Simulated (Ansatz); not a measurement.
# AsRu2I (element-swapped structure): how the settings move a single-point run

How sensitive is a single-point run of AsRu2I (element-swapped structure) to its settings? A reference run comes first, then four runs with altered input.

Computed with Ansatz 0.2.0 (reference: DFT r2SCAN, plane waves, PAW, scalar-relativistic, no spin polarisation, unless a step's input says otherwise).

### 1 The starting structure

It takes space group R-3m (No. 166, trigonal). Conventional cell: a = 4.023 Å, b = 4.023 Å, c = 20.396 Å, α = 90.00°, β = 90.00°, γ = 120.00°. As (site symmetry -3m) is surrounded by 6 Ru at 2.67 Å. Around I (site symmetry -3m) lie 6 Ru at 3.12 Å. Ru (site symmetry 3m) is surrounded by 3 As at 2.67 Å and 3 I at 3.12 Å.

Structure file:

```cif
data_structure
_symmetry_space_group_name_H-M 'P 1'
_symmetry_Int_Tables_number 1
_cell_length_a 4.0234
_cell_length_b 4.0234
_cell_length_c 7.1845
_cell_angle_alpha 73.740
_cell_angle_beta 90.000
_cell_angle_gamma 60.000
_cell_volume 95.31
loop_
_atom_site_label
_atom_site_type_symbol
_atom_site_fract_x
_atom_site_fract_y
_atom_site_fract_z
_atom_site_occupancy
As1 As 0.50000 0.00000 0.50000 1
I1 I 0.00000 0.00000 0.00000 1
Ru1 Ru 0.23130 0.53740 0.69390 1
Ru2 Ru 0.76870 0.46260 0.30610 1
```

### 2 Baseline

input.yaml

```yaml
crystal:
  lattice:
    - [2.011678, 3.484326, 0.0]
    - [-2.011678, 3.484326, 0.0]
    - [-2.011678, 1.161439, 6.798622]
  atoms:
    - { symbol: As, position: [0.5, 0.0, 0.5] }
    - { symbol: I, position: [0.0, 0.0, 0.0] }
    - { symbol: Ru, position: [0.2313, 0.5374, 0.6939] }
    - { symbol: Ru, position: [0.7687, 0.4626, 0.3061] }
  symmetry: { tolerance: 0.0003 }
kpoints:
  mp_grid: { grid: [6, 6, 6], shift: [0, 0, 0] }
magnetization:
  spin_polarized: false
scf:
  occupations: { method: cold, width: 0.0287 }
hamiltonian:
  pseudopotentials: { kind: paw }
  xc: r2scan
basis:
  ecutwfc: 500
output:
  forces: true
  stress: true
  eigenvalues: true
```

Command:

```console
$ ansatz run input.yaml --threads 1 --pin off --max-ram 2560MiB --backend cpu --events-out ev --progress --plain --runs-dir out
```

### 3 Variant: occupations.width 0.005, n_extra_bands 16, hubbard.sites [{species: Ru, l: d, u_eff: 3.0}], hubbard.double_counting fll

input.yaml, as its differences from that of step 2:

```diff
@@ -16,3 +16,4 @@
 scf:
-  occupations: { method: cold, width: 0.0287 }
+  occupations: { method: cold, width: 0.005 }
+  n_extra_bands: 16
 hamiltonian:
@@ -20,2 +21,3 @@
   xc: r2scan
+  hubbard: { sites: [{ species: Ru, l: d, u_eff: 3.0 }], double_counting: fll }
 basis:
```

### 4 Variant: mp_grid.grid [3, 3, 3], occupations.method tetrahedron_uncorrected, width left out

input.yaml, as its differences from that of step 2:

```diff
@@ -12,3 +12,3 @@
 kpoints:
-  mp_grid: { grid: [6, 6, 6], shift: [0, 0, 0] }
+  mp_grid: { grid: [3, 3, 3], shift: [0, 0, 0] }
 magnetization:
@@ -16,3 +16,3 @@
 scf:
-  occupations: { method: cold, width: 0.0287 }
+  occupations: { method: tetrahedron_uncorrected }
 hamiltonian:
@@ -26 +26,5 @@
   eigenvalues: true
+  write_density: true
+  write_potential: true
+  elf: true
+  volumetric_format: npy
```

### 5 Changing settings: mp_grid.shift [0.5, 0.5, 0.5], dr2_threshold 1.0e-06, hubbard.sites [{species: Ru, l: d, u_eff: 1.0}], hubbard.double_counting fll

input.yaml, as its differences from that of step 2:

```diff
@@ -12,3 +12,3 @@
 kpoints:
-  mp_grid: { grid: [6, 6, 6], shift: [0, 0, 0] }
+  mp_grid: { grid: [6, 6, 6], shift: [0.5, 0.5, 0.5] }
 magnetization:
@@ -17,2 +17,3 @@
   occupations: { method: cold, width: 0.0287 }
+  convergence: { dr2_threshold: 1.0e-06 }
 hamiltonian:
@@ -20,2 +21,3 @@
   xc: r2scan
+  hubbard: { sites: [{ species: Ru, l: d, u_eff: 1.0 }], double_counting: fll }
 basis:
```

### 6 Variant: occupations.method tetrahedron, mixing.algorithm anderson, mixing.beta 0.3, width left out

input.yaml, as its differences from that of step 2:

```diff
@@ -16,3 +16,4 @@
 scf:
-  occupations: { method: cold, width: 0.0287 }
+  occupations: { method: tetrahedron }
+  mixing: { algorithm: anderson, beta: 0.3 }
 hamiltonian:
```

**Question.** What will these runs give? Wanted: for each run, ending; energy change; pressure; gap; force.

**Answer**, as computed:

```tsv
run	ending	energy change	pressure (GPa)	gap (eV)	force (eV/Å)	cycles	time
reference	converged	0	-18.6	0.00	2.40	9	8.6 s
1: occupations.width 0.005, n_extra_bands 16, hubbard.sites [{species: Ru, l: d, u_eff: 3.0}], hubbard.double_counting fll	converged	+1.15 eV/atom (σ→0) (U changed: no physical gain or loss)	-13.5	0.03	0.09	15	16 s
2: mp_grid.grid [3, 3, 3], occupations.method tetrahedron_uncorrected, width left out	converged	+13.4 meV/atom (σ→0)	-18.4	0.00	2.40	9	3.6 s
3: mp_grid.shift [0.5, 0.5, 0.5], dr2_threshold 1.0e-06, hubbard.sites [{species: Ru, l: d, u_eff: 1.0}], hubbard.double_counting fll	converged	+428.0 meV/atom (U changed: no physical gain or loss)	-18.3	0.00	1.99	10	21 s
4: occupations.method tetrahedron, mixing.algorithm anderson, mixing.beta 0.3, width left out	converged	+1.0 meV/atom (σ→0)	-18.6	0.00	2.40	12	10 s
```

Times don't compare one to one where runs were asked for different outputs or read a saved state (see the inputs); cycles may leave out searches for a lower state.

Residual by cycle in the longest SCF loop of each run; runs are numbered as in the table. The quantity is the density residual dr2, in eV.

```tsv
cycle	reference	run 1	run 2	run 3	run 4
1	0.0433	24.5	0.0528	20.3	0.0424
2	0.0137	5.84	0.0156	5.75	0.0229
4	1.9e-4	0.279	3.1e-4	0.189	0.00141
5	1.9e-5	0.0559	7.1e-5	0.0171	5.7e-4
6	2.0e-6	0.0161	1.7e-5	0.00645	2.2e-4
7	1.2e-6	0.0056	4.1e-6	2.1e-4	4.4e-5
9	1.5e-8	1.0e-4	3.8e-8	1.9e-6	3.1e-6
10	-	2.7e-6	-	1.3e-7	6.0e-7
11	-	4.7e-7	-	-	2.4e-7
12	-	1.2e-7	-	-	4.0e-8
14	-	5.3e-10	-	-	-
15	-	9.8e-11	-	-	-
```

**Reading.** Of the converged runs whose energies compare with the reference's, «mp_grid.grid [3, 3, 3], occupations.method tetrahedron_uncorrected, width left out» moves the energy most (+13.4 meV/atom). A changed U is a change of model: its shifts are not errors of convergence. The structure is not at rest: the sound run finds -19 GPa, so these are no properties of the relaxed crystal. The reference has no spin polarisation; with Ru present, a magnetic state may lie lower.

Caveats on the reference run: its mesh is coarse for a cell with so small a gap or none; the structure is made up and not relaxed.
